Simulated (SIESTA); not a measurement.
# Na in SIESTA: convergence with basis size

Input of the first run (basis size SZ); the others differ in this setting and in those tied to it:

File Na.fdf:

```
SystemName                      Na
SystemLabel                     Na
NumberOfSpecies                 1
NumberOfAtoms                   4
%block ChemicalSpeciesLabel
  1  11 Na
%endblock ChemicalSpeciesLabel

LatticeConstant                 1.0 Ang
%block LatticeVectors
     3.7670009976     0.0000000000     0.0000000000
    -1.8835004988     3.2623185600     0.0000000000
     0.0000000000     0.0000000000    24.2310000000
%endblock LatticeVectors
AtomicCoordinatesFormat         Fractional
%block AtomicCoordinatesAndAtomicSpecies
     0.6666666667     0.3333333334     0.3095208617  1  Na
     0.3333333333     0.6666666666     0.4365069539  1  Na
     0.6666666667     0.3333333334     0.5634930461  1  Na
     0.3333333333     0.6666666666     0.6904791383  1  Na
%endblock AtomicCoordinatesAndAtomicSpecies

%block kgrid.MonkhorstPack
    6   0   0  0.0
    0   6   0  0.0
    0   0   1  0.0
%endblock kgrid.MonkhorstPack
XC.Functional                   GGA
XC.Authors                      PBEsol
PAO.BasisSize                   SZ
PAO.EnergyShift                 0.003 Ry
Mesh.Cutoff                     800 Ry
OccupationFunction              FD
ElectronicTemperature           0.05 eV
Slab.DipoleCorrection           vacuum
MaxSCFIterations                120
SCF.MustConverge                false
SCF.Mixer.Method                Pulay
SCF.Mixer.Weight                0.25
SCF.Mixer.History               8
SCF.DM.Tolerance                5.0e-05
SCF.H.Tolerance                 1.0e-03 eV
WriteForces                     true
Charge.Mulliken                 end
%block PAO.Basis
  Na 3
  n=2 0 1
    2.925
  n=3 0 1
    9.500
  n=2 1 1
    3.442
%endblock PAO.Basis
```

Potentials or basis: PseudoDojo 0.4 standard (PBEsol files), SZ (energy shift 0.003 Ry).

Command:

```sh
$ siesta Na.fdf > Na.out 2>&1
```

Hardware: 1 thread of Arm Neoverse V2, with other jobs on the host.

Question: The values tried are SZ, SZP, DZ, DZP, DZDP, TZP, TZDP, TZTP, loosest first. From which on does the largest force stay within 0.005 eV/Å of the tightest run that finished?

Answer: From DZP on.

```csv
basis size,"energy less the tightest run, at zero smearing (meV/atom)",largest force (eV/Å),SCF cycles,CPU time (s),peak memory (GiB)
SZ,392.20,0.185,9,18,0.34
SZP,84.23,0.079,11,42,0.5
DZ,211.38,0.210,12,25,0.36
DZP,41.06,0.084,12,51,0.53
DZDP,14.96,0.086,11,70,0.62
TZP,30.54,0.082,12,59,0.56
TZDP,6.27,0.086,12,84,0.65
TZTP,0.00,0.084,12,120,0.76
```

Not settled before the last step: the energy (to 1 meV/atom). The tightest run that finished is the yardstick and may itself not be fully converged.
